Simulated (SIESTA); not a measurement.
Sheet: Mn, a sheet with vacuum.

```
Mn
1.0
     2.61432    0.00000    0.00000
     0.00000    2.61432    0.00000
     0.00000    0.00000   23.80000
Mn
1
Direct
  0.00000 0.00000 0.29412
```

The cell was built by a generator and needn't be a form met in nature.

Base run:

| Quantity | Value |
| --- | --- |
| Program | SIESTA 5.4.2 |
| Functional | PBE |
| Potentials or basis | PseudoDojo 0.4 standard (PBE files) |
| Basis | DZP (energy shift 0.003 Ry; two zetas on semicore shells) |
| Grid cutoff | 800 Ry |
| Energy shift | 0.003 Ry |
| k mesh | 10 × 10 × 1 |
| Occupations | fermi-dirac, width 0.05 eV |
| Spin | collinear spin, ferromagnetic start |
| Starting moments | [4.0] μB |
| Hubbard terms | Mn d U = 6 eV |

Its results: band gap on the k mesh none (metal or under the smearing width); net moment 4.81 μB per cell; site moments Mn +4.81 μB.

After a change of settings the same cell gave: band gap on the k mesh none (metal or under the smearing width); net moment 4.67 μB per cell; site moments Mn +4.67 μB. Which change was it?
A. hubbard terms from Mn d U = 6 eV to none
B. hubbard terms from Mn d U = 6 eV to Mn d U = 8 eV
C. hubbard terms from Mn d U = 6 eV to Mn d U = 2 eV

C.

Caveats: the basis of atomic orbitals isn't converged, which shifts pressures, moduli and gaps; the U is typed as a test and isn't derived for this compound.
